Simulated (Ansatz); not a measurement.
**GePHCl (doublet): wave-function methods side by side, cc-pVDZ**

An exercise on one series of results from a longer session: the logs are not shown, and one member is left open.

Method: cc-pVDZ, core rule «outside noble gas», up to 24 orbitals frozen; program: Ansatz 0.2.0, Gaussian basis.

The runs, in order: UHF; CCSD(T) on ROHF; CCSD(T) on UHF; BCCD(T) on ROHF; CISD as a restricted active space (open shells left free, so some higher excitations enter); CCSDT(Q) on ROHF; CCSDT(Q) on UHF.

30 further runs of the same task are left out: 6 for a known fault of the program, 13 that didn't finish, 11 set aside as unsound or not needed. Runs told in other sessions of the task aren't counted.

## The system

The geometry is a PBE0/def2-TZVP stationary point (not a proven minimum) of the parent state, kept for this charge and spin. No spin-orbit coupling is included. The filled d shell of Ge may be among the frozen orbitals whatever the setting's name suggests.

4 atoms, charge 0, spin multiplicity 2.

Atoms are counted from 1 here; the program's logs count them from 0.

Bond lengths: Cl1–Ge2 2.178 Å, Ge2–P3 2.397 Å, P3–H4 1.428 Å. Angles: Cl1–Ge2–P3 108.9°, Ge2–P3–H4 97.2°.

Set-up of the first run:

The input, in.yaml:

```yaml
crystal:
  periodic: [false, false, false]
  atoms:
    - {symbol: Cl, position_ang: [0.015099, -0.724902, 1.732758]}
    - {symbol: Ge, position_ang: [0.010213, 0.638031, 0.033528]}
    - {symbol: P, position_ang: [-0.084120, -0.645378, -1.988387]}
    - {symbol: H, position_ang: [1.317890, -0.651656, -2.261202]}
basis:
  gaussian: {orbitals: cc-pVDZ}
magnetization: {spin_polarized: true, initial_magnetization: 1}
hamiltonian: {xc: hf}
output: {orbitals: {seedname: orbitals}}
```

The run is started by

```console
$ ansatz run in.yaml --threads 1 --pin off --events-out ev --progress --plain --max-ram 2393MiB
```

Among the steps run: UHF; CCSD(T) on ROHF; CCSD(T) on UHF; BCCD(T) on ROHF; CISD as a restricted active space (open shells left free, so some higher excitations enter); CCSDT(Q) on ROHF; CCSDT(Q) on UHF.

One table of the session follows, with a row left open; its other results are not shown here.

```
   method  from UCCSDT(Q) (kJ/mol)
     ROHF                   +951.3
      UHF                   +938.1
     RMP2                   +146.2
     UMP2                   +155.7
    RCCSD                    +34.2
    UCCSD                    +34.3
 RCCSD(T)                     +6.2
 UCCSD(T)                     +6.6
  BCCD(T)                        ?
   RCCSDT                     +2.4
   UCCSDT                     +2.5
RCCSDT(Q)                     +0.2
UCCSDT(Q)                        0
```

**Question.** Estimate the row for BCCD(T).

**Answer.** from UCCSDT(Q) (kJ/mol): +6.0. In the column «from UCCSDT(Q) (kJ/mol)» it lies between UCCSDT (+2.5) and RCCSD(T) (+6.2).

Not comparable, so not listed: CISD as a restricted active space (open shells left free, so some higher excitations enter) (they don't share determinant, frozen orbitals or solution with the rows shown, or repeat one).

Limits of these values: Restricted and unrestricted rows rest on different reference determinants; a gap between their highest levels can come from leftover correlation error, from unlike frozen cores or from another state.
